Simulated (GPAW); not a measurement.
A run of GPAW 26.7.0:

The input run.py:

```python
from ase import Atoms
from ase.dft.bandgap import bandgap
from ase.io import write
from ase.units import GPa
from gpaw import GPAW, PW

atoms = Atoms(['Cd', 'Cd', 'S'],
              cell=[[3.962670049, 0.0, 0.0],
                    [-1.9813350245, 3.4317729293, 0.0],
                    [0.0, 0.0, 5.809192]],
              scaled_positions=[[0.3333333333, 0.6666666667, 0.932717],
                                [0.6666666667, 0.3333333333, 0.578735],
                                [0.3333333333, 0.6666666667, 0.365705]],
              pbc=True)

calc = GPAW(mode=PW(450),
            xc='PBE',
            kpts={'size': (6, 6, 4), 'gamma': True},
            occupations={'name': 'fermi-dirac', 'width': 0.05},
            nbands=26,
            maxiter=120,
            txt='gpaw.txt')
atoms.calc = calc
energy = atoms.get_potential_energy()
forces = atoms.get_forces()
stress = atoms.get_stress()
calc.write('gs.gpw')
write('result.traj', atoms)
print(f'Energy: {energy:.6f} eV')
print('Forces (eV/A):')
print(forces.round(4))
print('Stress (GPa):', (stress / GPa).round(3))
print('Fermi level:', round(calc.get_fermi_level(), 4), 'eV')
print(f'Gap: {bandgap(calc)[0]:.4f} eV, direct: {bandgap(calc, direct=True)[0]:.4f} eV')
```

Potentials or basis: GPAW PAW data sets (gpaw-data 1.2.1), pw.

Command:

```console
$ OMP_NUM_THREADS=1 python run.py
```

Hardware: 1 thread of Arm Neoverse V2 (shared host).

**Question.** How long does it take, and how much memory?

**Answer.** Wall time 15 s on 1 thread of Arm Neoverse V2, with other jobs on the host, peak memory 0.16 GiB. Counts: scf iterations 9, plane waves 1731, bands 26, k points 24.
